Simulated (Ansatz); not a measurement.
**H₆OSSi₂: up Jacob's ladder to CCSD(T)**

The task here is to estimate one member of a computed series from the others.

Computed with Ansatz 0.2.0, Gaussian basis. Level: functionals in def2-TZVPP, the program's frozen cores in correlated methods.

Levels to be run: LDA (SPW92), PBE-D4, revPBE-D4, BLYP-D4, r2SCAN-D4, B97M-V, PBE0-D4, B3LYP-D4, r2SCANh-D4, r2SCAN0-D4, HSE06-D4, BHLYP-D4, CAM-B3LYP-D4, LC-ωPBE, ωB97X-V, ωB97M-V, B2PLYP, PBE-QIDH; CCSD(T)/def2-SVP; CCSD(T)/def2-TZVPP; MP2/def2-QZVPP; extrapolation to the limit; RPA on PBE.

## The relaxed structure

The geometry comes from an earlier relaxation with PBE0-D4 in a triple-zeta def2 set; it is a stationary point, not always the lowest conformer.

SMILES `O[SiH2]S[SiH3]`, 10 atoms, charge 0, spin multiplicity 1.

Atoms are counted from 1 here; the program's logs count them from 0.

Bond lengths: O1–Si2 1.639 Å, O1–H5 0.959 Å, Si2–S3 2.137 Å, Si2–H6 1.488 Å, Si2–H7 1.476 Å, S3–Si4 2.136 Å, Si4–H8 1.488 Å, Si4–H9 1.484 Å, Si4–H10 1.483 Å. Angles: Si2–O1–H5 118.0°, O1–Si2–S3 113.1°, O1–Si2–H6 111.3°, O1–Si2–H7 105.5°, S3–Si2–H6 107.1°, S3–Si2–H7 108.1°, H6–Si2–H7 111.7°, Si2–S3–Si4 96.9°, S3–Si4–H8 110.6°, S3–Si4–H9 111.6°, S3–Si4–H10 106.7°, H8–Si4–H9 108.7°, H8–Si4–H10 109.4°, H9–Si4–H10 110.0°.

The first run:

Input file in.yaml:

```yaml
crystal:
  periodic: [false, false, false]
  atoms:
    - {symbol: O, position_ang: [-0.787705, 1.827354, -1.310110]}
    - {symbol: Si, position_ang: [0.445351, 0.756224, -1.169612]}
    - {symbol: S, position_ang: [-0.218557, -1.256489, -0.891952]}
    - {symbol: Si, position_ang: [-0.107333, -1.272604, 1.241468]}
    - {symbol: H, position_ang: [-1.452701, 1.841773, -0.619858]}
    - {symbol: H, position_ang: [1.321771, 1.091103, -0.014933]}
    - {symbol: H, position_ang: [1.177287, 0.825667, -2.449964]}
    - {symbol: H, position_ang: [-0.775716, -0.070900, 1.809364]}
    - {symbol: H, position_ang: [1.298764, -1.301161, 1.713843]}
    - {symbol: H, position_ang: [-0.818162, -2.492268, 1.694756]}
basis:
  gaussian: {orbitals: def2-TZVPP}
hamiltonian: {xc: lda}
output: {orbitals: {seedname: orbitals}}
```

Among the steps run: LDA; PBE-D4 (GGA); revPBE-D4 (GGA); BLYP-D4 (GGA); r2SCAN-D4 (meta-GGA); B97M-V (meta-GGA); PBE0-D4 (hybrid); B3LYP-D4 (hybrid); r2SCANh-D4 (hybrid); r2SCAN0-D4 (hybrid); HSE06-D4 (hybrid); BHLYP-D4 (hybrid); CAM-B3LYP-D4 (range-separated); LC-ωPBE-D4 (range-separated; the results give it without D4); ωB97X-V (range-separated); ωB97M-V (range-separated); B2PLYP (double hybrid); PBE-QIDH (double hybrid).

One of the session's tables, all rows but one given; the rest of the session is left out.

It belongs to the step «Orbital energies across the functionals». 

```
  functional  HOMO (eV)  gap (eV)
 LDA (SPW92)      -6.58      5.27
      PBE-D4      -6.48      5.44
   revPBE-D4      -6.44      5.51
     BLYP-D4      -6.30      5.41
   r2SCAN-D4      -6.77      6.12
      B97M-V      -6.93      6.08
     PBE0-D4      -7.68      7.50
    B3LYP-D4      -7.43      7.04
  r2SCANh-D4      -7.21      6.84
  r2SCAN0-D4      -7.88      7.92
    HSE06-D4      -7.29      6.73
    BHLYP-D4      -8.74      9.43
CAM-B3LYP-D4      -8.97      9.77
     LC-ωPBE          ?         ?
     ωB97X-V     -10.01     11.84
     ωB97M-V      -9.85     11.36
```

Q: Estimate the row for LC-ωPBE from the others.

The run gave: HOMO (eV): -10.36; gap (eV): 12.32. In the column «HOMO (eV)» it is the lowest.
